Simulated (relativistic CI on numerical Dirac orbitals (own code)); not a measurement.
# Pr⁴⁺: 3d photoemission multiplets

Aim: the 3d photoemission spectrum of Pr⁴⁺ in 3 surroundings, from the same atomic integrals.

Program: relativistic CI on numerical Dirac orbitals (own code) version 1. Level of theory: Dirac-Coulomb-Breit CI, KLI orbitals optimised for each configuration, model QED (radiative potential, 1s self-energy scaled to tabulated hydrogen-like ionisation energies), multiplet model of photoemission in the sudden approximation in a parametric crystal field. These are calculated values, not measurements, unless marked.

### Step 1. Starting point

* ion: Pr⁴⁺ (Pr V)
* nuclear charge: 59
* electrons: 55
* configurations: [Xe] 4f → [Ar] 3d9 4s2 4p6 4d10 4f 5s2 5p6
* temperature: 300 K
* widths: Lorentz 0.63 eV, Gauss 0.7 eV
* surrounding 1: D3h, B20 = 400, B40 = 340, B60 = -490, B66 = 770 cm⁻¹
* surrounding 2: D3h, B20 = -200, B40 = -840, B60 = -60, B66 = 640 cm⁻¹
* surrounding 3: Oh, B40 = -2070, B60 = -730 cm⁻¹

### Step 2. Surrounding 1: D3h, B20 = 400, B40 = 340, B60 = -490, B66 = 770

The run's settings:

```ini
atom Pr  Z=59  charge=4  electrons=55
nucleus A=141  rms_radius_fm=4.8919
hamiltonian dirac-coulomb  breit=on  qed=on  c_scale=1
orbitals kli  potential=per-configuration
slater_scale 1
correlation none
mixing on
configurations
  [Xe] 4f
  [Ar] 3d9 4s2 4p6 4d10 4f 5s2 5p6
end
photoemission 3d T=300 lorentz=0.63 gauss=0.7
crystal_field D3h B20=400 B40=340 B60=-490 B66=770
```

### Step 3. Surrounding 2: D3h, B20 = -200, B40 = -840, B60 = -60, B66 = 640

The settings differ from step 2 so:

```diff
@@ -12,2 +12,2 @@
 photoemission 3d T=300 lorentz=0.63 gauss=0.7
-crystal_field D3h B20=400 B40=340 B60=-490 B66=770
+crystal_field D3h B20=-200 B40=-840 B60=-60 B66=640
```

### Step 4. Surrounding 3: Oh, B40 = -2070, B60 = -730

The settings differ from step 3 so:

```diff
@@ -12,2 +12,2 @@
 photoemission 3d T=300 lorentz=0.63 gauss=0.7
-crystal_field D3h B20=-200 B40=-840 B60=-60 B66=640
+crystal_field Oh B40=-2070 B60=-730
```

(Steps that only read results are left out.)

What does the calculation give? Wanted: highest peak, first run; ground spin.

**Answer**, as computed:

| surrounding | ground S | centroid (eV) | spread (eV) | up to four highest peaks (% of the highest), eV |
| --- | --- | --- | --- | --- |
| 1: D3h | 0.50 | 1000.27 | 10.28 | 991.3 (98), 992.6 (100), 1011.4 (68), 1013.4 (54) |
| 2: D3h | 0.50 | 1000.27 | 10.28 | 991.3 (98), 992.6 (100), 1011.4 (68), 1013.4 (54) |
| 3: Oh | 0.50 | 1000.27 | 10.27 | 991.3 (100), 992.6 (98), 1011.4 (69), 1013.4 (53) |

| quantity | value |
| --- | --- |
| highest peak, first run | 992.6 eV |
| ground spin (effective S from ⟨S²⟩) | 0.50 |

In words: The position of the maximum differs by up to 1.3 eV between the surroundings, by shifts of peaks or by peaks exchanging rank. Energies are those of the free ion without screening by ligands; binding energies in solids differ by tens of eV.
